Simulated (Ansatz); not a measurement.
# Br4Sn: the cost of one run

The runs use Ansatz 0.2.0, Gaussian basis; unrestricted cation, the program's frozen cores in correlated methods.

The runs, in order: UKS PBE-D4/def2-TZVPP; UKS r2SCAN-D4/def2-TZVPP; UKS PBE0-D4/def2-TZVPP; UKS B3LYP-D4/def2-TZVPP; UKS B2PLYP/def2-TZVPP; UHF-CCSD(T)/def2-TZVPP; UHF-MP2/def2-QZVPP; extrapolation to the limit; then −ε(HOMO) from the neutral's earlier runs with LDA (SPW92), PBE-D4, revPBE-D4, BLYP-D4, r2SCAN-D4, B97M-V, PBE0-D4, B3LYP-D4, r2SCANh-D4, r2SCAN0-D4, HSE06-D4, BHLYP-D4, CAM-B3LYP-D4, LC-ωPBE, ωB97X-V, ωB97M-V.

2 further runs of the same task are left out: 2 that didn't finish.

## (1) The relaxed structure

An earlier PBE0-D4 in a triple-zeta def2 set relaxation fixed the geometry. Sn takes the def2 core potential; no spin-orbit term is included.

SMILES `[Br][Sn]([Br])([Br])[Br]`, 5 atoms, charge 0, spin multiplicity 1.

Atoms are counted from 1 here; the program's logs count them from 0.

Bond lengths: Br1–Sn2 2.445 Å, Sn2–Br3 2.445 Å, Sn2–Br4 2.445 Å, Sn2–Br5 2.445 Å. Angles: Br1–Sn2–Br3 109.5°, Br1–Sn2–Br4 109.5°, Br1–Sn2–Br5 109.5°, Br3–Sn2–Br4 109.5°, Br3–Sn2–Br5 109.5°, Br4–Sn2–Br5 109.5°.

## (2) Cation, UKS PBE-D4/def2-TZVPP

Input file in.yaml:

```yaml
crystal:
  periodic: [false, false, false]
  atoms:
    - {symbol: Br, position_ang: [-1.102077, -0.002242, 2.169687]}
    - {symbol: Sn, position_ang: [0.009959, -0.014767, -0.008288]}
    - {symbol: Br, position_ang: [2.078790, -1.310237, 0.140210]}
    - {symbol: Br, position_ang: [-1.468311, -1.027410, -1.672509]}
    - {symbol: Br, position_ang: [0.531438, 2.280857, -0.670501]}
basis:
  gaussian: {orbitals: def2-TZVPP}
total_charge: 1
magnetization: {spin_polarized: true, initial_magnetization: 1}
hamiltonian: {xc: pbe, dispersion: d4}
```

Launch:

```bash
> ansatz run in.yaml --threads 2 --pin off --events-out ev --progress --plain --max-ram 32768MiB --backend cpu
```

**Question.** How long does this run take on 2 threads of AMD EPYC 7R13, shared host, and how much memory does it need?

About 75 s, with a peak of 1 GiB.
